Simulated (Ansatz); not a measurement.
# Cl2FHOSn: two geometries relaxed

Aim: relax the geometries before and after the reaction (1,2-elimination), and see whether they are two minima and how far apart in energy. Meant to form: H4–F2; to break: Sn1–F2, H4–O3. The start is a guess near the saddle point, from which both ends are pulled out.

All numbers below are computed with Ansatz 0.2.0 (RKS BHLYP-D4/def2-SVP).

**1. The structure to begin with**

Bond lengths: Sn1–F2 2.329 Å, Sn1–O3 1.859 Å, Sn1–Cl5 2.286 Å, Sn1–Cl6 2.287 Å. Angles: F2–Sn1–O3 66.4°, F2–Sn1–Cl5 107.2°, F2–Sn1–Cl6 112.8°, O3–Sn1–Cl5 122.4°, O3–Sn1–Cl6 121.8°, Cl5–Sn1–Cl6 113.4°.

As a file:

```xyz
6

Sn    0.1477    0.0204    0.5637
F    -0.8144    0.3498   -1.5320
O     0.8215   -1.1074   -0.7518
H     0.0174   -0.5229   -1.5537
Cl    1.1822    1.9735    1.1493
Cl   -1.3544   -0.7134    2.1247
```

**2. Pulling towards end A**

Springs on the bonds that form and break draw the guess towards this end; the thresholds are loose.

input.yaml

```yaml
crystal:
  periodic: [false, false, false]
  atoms:
    - { symbol: Sn, position_ang: [0.1477, 0.0204, 0.5637] }
    - { symbol: F, position_ang: [-0.8144, 0.3498, -1.532] }
    - { symbol: O, position_ang: [0.8215, -1.1074, -0.7518] }
    - { symbol: H, position_ang: [0.0174, -0.5229, -1.5537] }
    - { symbol: Cl, position_ang: [1.1822, 1.9735, 1.1493] }
    - { symbol: Cl, position_ang: [-1.3544, -0.7134, 2.1247] }
basis:
  gaussian: { orbitals: def2-SVP }
hamiltonian:
  xc: { name: BHLYP }
  dispersion: d4
relax:
  f_tol: 0.15
  max_steps: 25
  restrain:
    - { distance: [3, 1], at: 2.18, k: 30.0 }
    - { distance: [0, 1], at: 1.96, k: 30.0 }
    - { distance: [3, 2], at: 0.97, k: 30.0 }
output:
  orbitals: {}
```

On the command line:

```sh
> ansatz run input.yaml --threads 2 --pin off --max-ram 3072MiB --backend cpu --events-out ev --progress --plain --runs-dir out
```

The log of the run (excerpt; [...] marks lines left out):

```text
Warning: RAYON_NUM_THREADS=2 ignored (pool sized by the plan → 2); use --threads N
[...]
Functional definition: BHLYP
[...]
1045 factors; integrals over basis functions are off by at most 2.6e-4 eV
[...]
mean field -35642.10594635 eV, -1309.8232344414 hartree, gradient 3.0e-5 eV, S^2 0.000000; 0 other end points of the search recorded, 0 dependent functions left out
[...]
reference -35642.10610458 eV, -1309.8232402559 hartree; 37, 37 occupied and 58, 58 virtual orbitals, 1045 factors
relax step   1: F+E_penalty+E_count = -35642.36819718 eV  Δ(F+E_penalty+E_count) = +0.000e0 eV  max|allowed force component| = 1.572e0 eV/Å  E_restraint = 17.69830362 eV  max|allowed force component, restraints' pulls added| = 2.657e1 eV/Å  Δτ_max = 0.0000 Å  (30 SCF iters, accepted)
[...]
relax step   5: F+E_penalty+E_count = -35644.47332280 eV  Δ(F+E_penalty+E_count) = +1.700e-2 eV  max|allowed force component| = 8.168e-1 eV/Å  E_restraint = 0.01442385 eV  max|allowed force component, restraints' pulls added| = 9.325e-1 eV/Å  Δτ_max = 0.0613 Å  (33 SCF iters, rejected [...]
relax step   6: F+E_penalty+E_count = -35644.50504067 eV  Δ(F+E_penalty+E_count) = -1.472e-2 eV  max|allowed force component| = 5.613e-1 eV/Å  E_restraint = 0.01144100 eV  max|allowed force component, restraints' pulls added| = 7.289e-2 eV/Å  Δτ_max = 0.0299 Å  (34 SCF iters, accepted)
  distance H 3 - F 1 = 2.1980 Å
  distance Sn 0 - F 1 = 1.9390 Å
  distance H 3 - O 2 = 0.9692 Å
1045 factors; integrals over basis functions are off by at most 2.3e-4 eV
[...]
mean field -35644.23880400 eV, -1309.9016155143 hartree, gradient 2.9e-5 eV, S^2 0.000000; 1 other end points of the search recorded, 0 dependent functions left out
[...]
reference -35644.23896360 eV, -1309.9016213794 hartree; 37, 37 occupied and 58, 58 virtual orbitals, 1045 factors
Total energy: -35644.50520026 eV, -1309.9114053963 hartree
Atom 0 at    -0.026120     0.143050     0.364646 Å, force    -0.337794     0.193644    -0.451614 eV/Å
Atom 1 at    -1.071223     0.672651    -1.180380 Å, force    -0.091624     0.237641     0.561334 eV/Å
Atom 2 at     0.858400    -1.146976    -0.784217 Å, force    -0.031449     0.076000    -0.041754 eV/Å
Atom 3 at     0.389474    -0.915160    -1.600149 Å, force     0.421840    -0.465651    -0.047154 eV/Å
Atom 4 at     1.183253     1.938717     1.139199 Å, force     0.037279    -0.027275    -0.001324 eV/Å
Atom 5 at    -1.333784    -0.692282     2.061101 Å, force     0.001747    -0.014359    -0.019488 eV/Å
Dipole moment:     0.052352     0.005711     0.162221 e Å
```

Run time: 22 s. Hardware: 2 threads of Arm Neoverse V2, shared host; peak memory 0.22 GiB.

Step by step:

```tsv
step	energy from step 1 (eV)	largest force component (eV/Å)
1	0.0000	1.5716
2	-0.8529	3.0898
3	-1.6705	1.9584
4	-2.1221	0.7819
5x	-2.1051	0.8168
6	-2.1368	0.5613
```

Step 1 is the start. 1 step was tried and not accepted (marked x). Energies and forces in the table leave out the springs, which the log lists apart; the run stops on the force with the springs' pull added.

After: Bond lengths: Sn1–F2 1.939 Å, Sn1–O3 1.941 Å, O3–H4 0.969 Å, Sn1–Cl5 2.299 Å, Sn1–Cl6 2.299 Å. Angles: F2–Sn1–O3 87.5°, F2–Sn1–Cl5 109.8°, F2–Sn1–Cl6 112.4°, O3–Sn1–Cl5 118.6°, O3–Sn1–Cl6 117.0°, Cl5–Sn1–Cl6 109.5°, Sn1–O3–H4 96.8°.

Pairs that crossed the distance rule for bonds on the way: came closer O3–H4.

**3. Relaxing end A**

It starts where the restrained run ended.

input.yaml

```yaml
crystal:
  periodic: [false, false, false]
  atoms:
    - { symbol: Sn, position_ang: [-0.02612, 0.14305, 0.364646] }
    - { symbol: F, position_ang: [-1.071223, 0.672651, -1.18038] }
    - { symbol: O, position_ang: [0.8584, -1.146976, -0.784217] }
    - { symbol: H, position_ang: [0.389474, -0.91516, -1.600149] }
    - { symbol: Cl, position_ang: [1.183253, 1.938717, 1.139199] }
    - { symbol: Cl, position_ang: [-1.333784, -0.692282, 2.061101] }
basis:
  gaussian: { orbitals: def2-SVP }
hamiltonian:
  xc: { name: BHLYP }
  dispersion: d4
relax:
  f_tol: 0.03
  max_steps: 50
```

On the command line:

```sh
> ansatz run input.yaml --threads 2 --pin off --max-ram 3072MiB --backend cpu --events-out ev --progress --plain --runs-dir out
```

The log of the run (excerpt; [...] marks lines left out):

```text
Warning: RAYON_NUM_THREADS=2 ignored (pool sized by the plan → 2); use --threads N
[...]
Functional definition: BHLYP
[...]
1039 factors; integrals over basis functions are off by at most 3.3e-4 eV
[...]
mean field -35644.23881570 eV, -1309.9016159440 hartree, gradient 8.0e-5 eV, S^2 0.000000; 0 other end points of the search recorded, 0 dependent functions left out
[...]
reference -35644.23897272 eV, -1309.9016217147 hartree; 37, 37 occupied and 58, 58 virtual orbitals, 1039 factors
relax step   1: F+E_penalty+E_count = -35644.50505239 eV  Δ(F+E_penalty+E_count) = +0.000e0 eV  max|allowed force component| = 5.614e-1 eV/Å  Δτ_max = 0.0000 Å  (27 SCF iters, accepted)
[...]
relax step   6: F+E_penalty+E_count = -35644.74198104 eV  Δ(F+E_penalty+E_count) = -3.423e-3 eV  max|allowed force component| = 4.634e-2 eV/Å  Δτ_max = 0.0189 Å  (34 SCF iters, accepted)
[...]
1039 factors; integrals over basis functions are off by at most 2.4e-4 eV
[...]
mean field -35644.46774040 eV, -1309.9100287715 hartree, gradient 1.4e-5 eV, S^2 0.000000; 1 other end points of the search recorded, 0 dependent functions left out
[...]
reference -35644.46789994 eV, -1309.9100346348 hartree; 37, 37 occupied and 58, 58 virtual orbitals, 1039 factors
Total energy: -35644.74247534 eV, -1309.9201250945 hartree
Atom 0 at    -0.117585     0.205758     0.270766 Å, force    -0.001079     0.003929     0.007645 eV/Å
Atom 1 at    -1.338374     0.960194    -0.989164 Å, force    -0.000774     0.000042    -0.001292 eV/Å
Atom 2 at     0.898806    -1.126252    -0.702431 Å, force     0.000679    -0.003249    -0.008683 eV/Å
Atom 3 at     0.657639    -1.191752    -1.627408 Å, force     0.001916    -0.001169     0.003369 eV/Å
Atom 4 at     1.232612     1.892220     1.066723 Å, force    -0.001066    -0.000572    -0.000095 eV/Å
Atom 5 at    -1.333098    -0.740167     1.981714 Å, force     0.000323     0.001019    -0.000944 eV/Å
Dipole moment:     0.088116    -0.131542    -0.148639 e Å
```

It took 24 s on 2 threads of Arm Neoverse V2, shared host; peak memory 0.22 GiB.

The steps of the relaxation:

```tsv
step	energy from step 1 (eV)	largest force component (eV/Å)
1	0.0000	0.5614
2	-0.1482	0.5313
3	-0.2055	1.4773
4x	-0.0617	3.0133
5	-0.2335	0.4012
6	-0.2369	0.0463
7	-0.2373	0.0087
```

Step 1 is the start. 1 step was tried and not accepted (marked x).

After: Bond lengths: Sn1–F2 1.910 Å, Sn1–O3 1.938 Å, O3–H4 0.958 Å, Sn1–Cl5 2.302 Å, Sn1–Cl6 2.302 Å. Angles: F2–Sn1–O3 106.0°, F2–Sn1–Cl5 108.3°, F2–Sn1–Cl6 108.4°, O3–Sn1–Cl5 111.7°, O3–Sn1–Cl6 111.6°, Cl5–Sn1–Cl6 110.7°, Sn1–O3–H4 113.6°.

**4. A restrained relaxation towards end B**

Springs on the bonds that form and break draw the guess towards this end; the thresholds are loose.

input.yaml

```yaml
crystal:
  periodic: [false, false, false]
  atoms:
    - { symbol: Sn, position_ang: [0.1477, 0.0204, 0.5637] }
    - { symbol: F, position_ang: [-0.8144, 0.3498, -1.532] }
    - { symbol: O, position_ang: [0.8215, -1.1074, -0.7518] }
    - { symbol: H, position_ang: [0.0174, -0.5229, -1.5537] }
    - { symbol: Cl, position_ang: [1.1822, 1.9735, 1.1493] }
    - { symbol: Cl, position_ang: [-1.3544, -0.7134, 2.1247] }
basis:
  gaussian: { orbitals: def2-SVP }
hamiltonian:
  xc: { name: BHLYP }
  dispersion: d4
relax:
  f_tol: 0.15
  max_steps: 25
  restrain:
    - { distance: [3, 1], at: 0.88, k: 30.0 }
    - { distance: [0, 1], at: 3.26, k: 30.0 }
    - { distance: [3, 2], at: 2.27, k: 30.0 }
```

On the command line:

```sh
> ansatz run input.yaml --threads 2 --pin off --max-ram 3072MiB --backend cpu --events-out ev --progress --plain --runs-dir out
```

The log of the run:

```text
Warning: RAYON_NUM_THREADS=2 ignored (pool sized by the plan → 2); use --threads N
The last accepted step is kept in <dir> (removed where the run ends without a failure and the disk answers)
Engine: ansatz 0.2.0, aarch64-unknown-linux-gnu
Functional definition: BHLYP
  parameter a = 0.5
  exchange = (1 - a)*b88_x + a*exact_x
  correlation = lyp_c
1045 factors; integrals over basis functions are off by at most 2.6e-4 eV
mean field evaluation 1: about -35635.5162 eV, gradient 5.7e1 eV
mean field evaluation 2: about -35615.2432 eV, gradient 1.1e2 eV
mean field evaluation 4: about -35641.9314 eV, gradient 7.0e0 eV
mean field evaluation 8: about -35642.1059 eV, gradient 1.4e-1 eV
mean field evaluation 16: about -35642.1059 eV, gradient 9.2e-5 eV
mean field -35642.10594635 eV, -1309.8232344414 hartree, gradient 3.0e-5 eV, S^2 0.000000; 0 other end points of the search recorded, 0 dependent functions left out
the calculation of the forces begins
reference -35642.10610458 eV, -1309.8232402559 hartree; 37, 37 occupied and 58, 58 virtual orbitals, 1045 factors
relax step   1: F+E_penalty+E_count = -35642.36819718 eV  Δ(F+E_penalty+E_count) = +0.000e0 eV  max|allowed force component| = 1.572e0 eV/Å  E_restraint = 29.36705114 eV  max|allowed force component, restraints' pulls added| = 2.488e1 eV/Å  Δτ_max = 0.0000 Å  (30 SCF iters, accepted)
  distance H 3 - F 1 = 1.2058 Å
  distance Sn 0 - F 1 = 2.3294 Å
  distance H 3 - O 2 = 1.2772 Å
these checks for a lower state are left out or cut short: starts, cluster_reference, orbital_swaps, neighbouring_geometries, increment
1045 factors; integrals over basis functions are off by at most 3.4e-4 eV
mean field -35641.56448700 eV, -1309.8033361771 hartree, gradient 3.0e-5 eV, S^2 0.000000; 0 other end points of the search recorded, 0 dependent functions left out
the calculation of the forces begins
reference -35641.56464528 eV, -1309.8033419938 hartree; 37, 37 occupied and 58, 58 virtual orbitals, 1045 factors
relax step   2: F+E_penalty+E_count = -35641.83370736 eV  Δ(F+E_penalty+E_count) = +5.345e-1 eV  max|allowed force component| = 2.741e0 eV/Å  E_restraint = 11.69516103 eV  max|allowed force component, restraints' pulls added| = 1.864e1 eV/Å  Δτ_max = 0.1946 Å  (42 SCF iters, accepted)
  distance H 3 - F 1 = 1.0884 Å
  distance Sn 0 - F 1 = 2.7067 Å
  distance H 3 - O 2 = 1.6142 Å
these checks for a lower state are left out or cut short: starts, cluster_reference, orbital_swaps, neighbouring_geometries, increment
1045 factors; integrals over basis functions are off by at most 2.4e-4 eV
mean field evaluation 32: about -35641.6380 eV, gradient 4.1e-3 eV
mean field -35641.63796892 eV, -1309.8060365880 hartree, gradient 2.0e-5 eV, S^2 0.000000; 0 other end points of the search recorded, 0 dependent functions left out
the calculation of the forces begins
reference -35641.63812754 eV, -1309.8060424171 hartree; 37, 37 occupied and 58, 58 virtual orbitals, 1045 factors
relax step   3: F+E_penalty+E_count = -35641.90595744 eV  Δ(F+E_penalty+E_count) = -7.225e-2 eV  max|allowed force component| = 2.707e0 eV/Å  E_restraint = 3.16876041 eV  max|allowed force component, restraints' pulls added| = 8.265e0 eV/Å  Δτ_max = 0.1949 Å  (36 SCF iters, accepted)
  distance H 3 - F 1 = 0.9182 Å
  distance Sn 0 - F 1 = 2.9384 Å
  distance H 3 - O 2 = 1.9439 Å
these checks for a lower state are left out or cut short: starts, cluster_reference, orbital_swaps, neighbouring_geometries, increment
1045 factors; integrals over basis functions are off by at most 2.4e-4 eV
mean field -35641.58103162 eV, -1309.8039441809 hartree, gradient 2.2e-5 eV, S^2 0.000000; 0 other end points of the search recorded, 0 dependent functions left out
the calculation of the forces begins
reference -35641.58119106 eV, -1309.8039500400 hartree; 37, 37 occupied and 58, 58 virtual orbitals, 1045 factors
relax step   4: F+E_penalty+E_count = -35641.84361610 eV  Δ(F+E_penalty+E_count) = +6.234e-2 eV  max|allowed force component| = 1.711e0 eV/Å  E_restraint = 0.04263002 eV  max|allowed force component, restraints' pulls added| = 1.756e0 eV/Å  Δτ_max = 0.1941 Å  (36 SCF iters, accepted)
  distance H 3 - F 1 = 0.8899 Å
  distance Sn 0 - F 1 = 3.2132 Å
  distance H 3 - O 2 = 2.2465 Å
these checks for a lower state are left out or cut short: starts, cluster_reference, orbital_swaps, neighbouring_geometries, increment
1045 factors; integrals over basis functions are off by at most 2.5e-4 eV
mean field -35641.64268138 eV, -1309.8062097678 hartree, gradient 2.3e-5 eV, S^2 0.000000; 0 other end points of the search recorded, 0 dependent functions left out
the calculation of the forces begins
reference -35641.64284289 eV, -1309.8062157032 hartree; 37, 37 occupied and 58, 58 virtual orbitals, 1045 factors
relax step   5: F+E_penalty+E_count = -35641.90359837 eV  Δ(F+E_penalty+E_count) = -5.998e-2 eV  max|allowed force component| = 1.100e0 eV/Å  E_restraint = 0.02160909 eV  max|allowed force component, restraints' pulls added| = 6.600e-1 eV/Å  Δτ_max = 0.1553 Å  (36 SCF iters, accepted)
  distance H 3 - F 1 = 0.9016 Å
  distance Sn 0 - F 1 = 3.2330 Å
  distance H 3 - O 2 = 2.2542 Å
these checks for a lower state are left out or cut short: starts, cluster_reference, orbital_swaps, neighbouring_geometries, increment
1045 factors; integrals over basis functions are off by at most 3.0e-4 eV
mean field -35641.60314611 eV, -1309.8047568734 hartree, gradient 2.4e-5 eV, S^2 0.000000; 0 other end points of the search recorded, 0 dependent functions left out
the calculation of the forces begins
reference -35641.60330783 eV, -1309.8047628162 hartree; 37, 37 occupied and 58, 58 virtual orbitals, 1045 factors
relax step   6: F+E_penalty+E_count = -35641.86256876 eV  Δ(F+E_penalty+E_count) = +4.103e-2 eV  max|allowed force component| = 1.395e0 eV/Å  E_restraint = 0.07008423 eV  max|allowed force component, restraints' pulls added| = 3.250e0 eV/Å  Δτ_max = 0.1925 Å  (36 SCF iters, rejected (line search))
  distance H 3 - F 1 = 0.9465 Å
  distance Sn 0 - F 1 = 3.2643 Å
  distance H 3 - O 2 = 2.2851 Å
these checks for a lower state are left out or cut short: starts, cluster_reference, orbital_swaps, neighbouring_geometries, increment
1045 factors; integrals over basis functions are off by at most 2.5e-4 eV
mean field -35641.67799131 eV, -1309.8075073837 hartree, gradient 3.4e-5 eV, S^2 0.000000; 0 other end points of the search recorded, 0 dependent functions left out
the calculation of the forces begins
reference -35641.67815275 eV, -1309.8075133165 hartree; 37, 37 occupied and 58, 58 virtual orbitals, 1045 factors
relax step   7: F+E_penalty+E_count = -35641.93965421 eV  Δ(F+E_penalty+E_count) = -3.606e-2 eV  max|allowed force component| = 8.009e-1 eV/Å  E_restraint = 0.01655632 eV  max|allowed force component, restraints' pulls added| = 1.275e-1 eV/Å  Δτ_max = 0.0963 Å  (37 SCF iters, accepted)
  distance H 3 - F 1 = 0.9073 Å
  distance Sn 0 - F 1 = 3.2451 Å
  distance H 3 - O 2 = 2.2583 Å
1045 factors; integrals over basis functions are off by at most 2.5e-4 eV
mean field evaluation 64: about -35641.6780 eV, gradient 3.4e-5 eV
mean field -35641.67799131 eV, -1309.8075073837 hartree, gradient 3.4e-5 eV, S^2 0.000000; 1 other end points of the search recorded, 0 dependent functions left out
the calculation of the forces begins
reference -35641.67815275 eV, -1309.8075133165 hartree; 37, 37 occupied and 58, 58 virtual orbitals, 1045 factors
Total energy: -35641.93981565 eV, -1309.8171292508 hartree
Atom 0 at     0.402065    -0.114278     0.853168 Å, force    -0.112777     0.022893    -0.300795 eV/Å
Atom 1 at    -0.964272     0.289378    -2.062494 Å, force    -0.504244     0.607622     0.281243 eV/Å
Atom 2 at     1.043581    -1.195048    -0.483134 Å, force    -0.186191     0.116718    -0.165264 eV/Å
Atom 3 at    -0.339462    -0.368527    -2.065571 Å, force     0.800853    -0.755208     0.146917 eV/Å
Atom 4 at     1.180870     1.982339     1.440955 Å, force    -0.038885    -0.039202     0.033417 eV/Å
Atom 5 at    -1.322781    -0.593863     2.317275 Å, force     0.041244     0.047177     0.004482 eV/Å
Dipole moment:     0.055773     0.078896     0.441194 e Å
```

Run time: 23 s. Hardware: 2 threads of Arm Neoverse V2, shared host; peak memory 0.22 GiB.

Relaxation path:

```tsv
step	energy from step 1 (eV)	largest force component (eV/Å)
1	0.0000	1.5716
2	0.5345	2.7415
3	0.4622	2.7072
4	0.5246	1.7113
5	0.4646	1.1001
6x	0.5056	1.3954
7	0.4285	0.8009
```

Step 1 is the start. 1 step was tried and not accepted (marked x). Energies and forces in the table leave out the springs, which the log lists apart; the run stops on the force with the springs' pull added.

After: Bond lengths: Sn1–O3 1.834 Å, F2–H4 0.907 Å, Sn1–Cl5 2.313 Å, Sn1–Cl6 2.313 Å. Angles: O3–Sn1–Cl5 127.0°, O3–Sn1–Cl6 126.9°, Cl5–Sn1–Cl6 106.2°.

Pairs that crossed the distance rule for bonds on the way: came closer F2–H4; moved apart Sn1–F2.

**5. Relaxing end B**

It starts where the restrained run ended.

input.yaml

```yaml
crystal:
  periodic: [false, false, false]
  atoms:
    - { symbol: Sn, position_ang: [0.402065, -0.114278, 0.853168] }
    - { symbol: F, position_ang: [-0.964272, 0.289378, -2.062494] }
    - { symbol: O, position_ang: [1.043581, -1.195048, -0.483134] }
    - { symbol: H, position_ang: [-0.339462, -0.368527, -2.065571] }
    - { symbol: Cl, position_ang: [1.18087, 1.982339, 1.440955] }
    - { symbol: Cl, position_ang: [-1.322781, -0.593863, 2.317275] }
basis:
  gaussian: { orbitals: def2-SVP }
hamiltonian:
  xc: { name: BHLYP }
  dispersion: d4
relax:
  f_tol: 0.03
  max_steps: 50
```

On the command line:

```sh
> ansatz run input.yaml --threads 2 --pin off --max-ram 3072MiB --backend cpu --events-out ev --progress --plain --runs-dir out
```

The log of the run (excerpt; [...] marks lines left out):

```text
Warning: RAYON_NUM_THREADS=2 ignored (pool sized by the plan → 2); use --threads N
[...]
Functional definition: BHLYP
[...]
1042 factors; integrals over basis functions are off by at most 3.0e-4 eV
[...]
mean field -35641.67801403 eV, -1309.8075082187 hartree, gradient 2.1e-5 eV, S^2 0.000000; 0 other end points of the search recorded, 0 dependent functions left out
[...]
reference -35641.67817238 eV, -1309.8075140379 hartree; 37, 37 occupied and 58, 58 virtual orbitals, 1042 factors
relax step   1: F+E_penalty+E_count = -35641.93967695 eV  Δ(F+E_penalty+E_count) = +0.000e0 eV  max|allowed force component| = 8.009e-1 eV/Å  Δτ_max = 0.0000 Å  (32 SCF iters, accepted)
[...]
relax step   5: F+E_penalty+E_count = -35642.35237219 eV  Δ(F+E_penalty+E_count) = -4.036e-2 eV  max|allowed force component| = 5.916e-1 eV/Å  Δτ_max = 0.1950 Å  (35 SCF iters, accepted)
[...]
1039 factors; integrals over basis functions are off by at most 8.3e-4 eV
mean field -35644.46768427 eV, -1309.9100267088 hartree, gradient 1.0e-5 eV, S^2 0.000000; 1 other end points of the search recorded, 0 dependent functions left out
[...]
reference -35644.46784352 eV, -1309.9100325615 hartree; 37, 37 occupied and 58, 58 virtual orbitals, 1039 factors
Total energy: -35644.74241459 eV, -1309.9201228618 hartree
Atom 0 at    -0.109700     0.208755     0.271824 Å, force     0.002294    -0.002038     0.001333 eV/Å
Atom 1 at    -1.306692     1.006119    -0.984490 Å, force    -0.001248     0.001161     0.000524 eV/Å
Atom 2 at     0.879915    -1.133547    -0.715420 Å, force    -0.001804     0.002412     0.001487 eV/Å
Atom 3 at     0.615838    -1.204945    -1.633614 Å, force     0.001547    -0.001189    -0.000956 eV/Å
Atom 4 at     1.278556     1.849563     1.096225 Å, force    -0.000219    -0.000438    -0.001470 eV/Å
Atom 5 at    -1.357915    -0.725943     1.965673 Å, force    -0.000570     0.000092    -0.000917 eV/Å
Dipole moment:     0.078092    -0.138186    -0.146568 e Å
```

It took 52 s on 2 threads of Arm Neoverse V2, shared host; peak memory 0.21 GiB.

The steps of the relaxation:

```tsv
step	energy from step 1 (eV)	largest force component (eV/Å)
1	0.0000	0.8009
2	-0.1523	0.3381
3	-0.2746	0.3216
4	-0.3723	0.5578
5	-0.4127	0.5916
6	-0.4690	0.8575
7	-0.7778	2.4132
8x	-0.4100	11.6614
9	-1.3539	1.3625
10	-1.6556	2.0891
11	-2.1511	0.9485
12	-2.5002	0.8648
13	-2.6877	0.9992
14	-2.7920	0.1693
15	-2.8005	0.1517
16	-2.8024	0.0319
17	-2.8026	0.0024
```

Step 1 is the start. 1 step was tried and not accepted (marked x).

After: Bond lengths: Sn1–F2 1.910 Å, Sn1–O3 1.938 Å, O3–H4 0.958 Å, Sn1–Cl5 2.302 Å, Sn1–Cl6 2.302 Å. Angles: F2–Sn1–O3 105.9°, F2–Sn1–Cl5 108.4°, F2–Sn1–Cl6 108.3°, O3–Sn1–Cl5 111.6°, O3–Sn1–Cl6 111.7°, Cl5–Sn1–Cl6 110.7°, Sn1–O3–H4 113.5°.

Pairs that crossed the distance rule for bonds on the way: came closer Sn1–F2, O3–H4; moved apart F2–H4.

**6. Results**

| quantity | value |
| --- | --- |
| end A | 5 moves, 0.237 eV lower |
| end B | 15 moves, 2.803 eV lower |
| largest difference between the ends | 0.02 Å |
| end B relative to end A | +0.000 eV |

The two relaxations end at one structure, within 0.02 Å: no second minimum was found from this start, which doesn't rule one out.
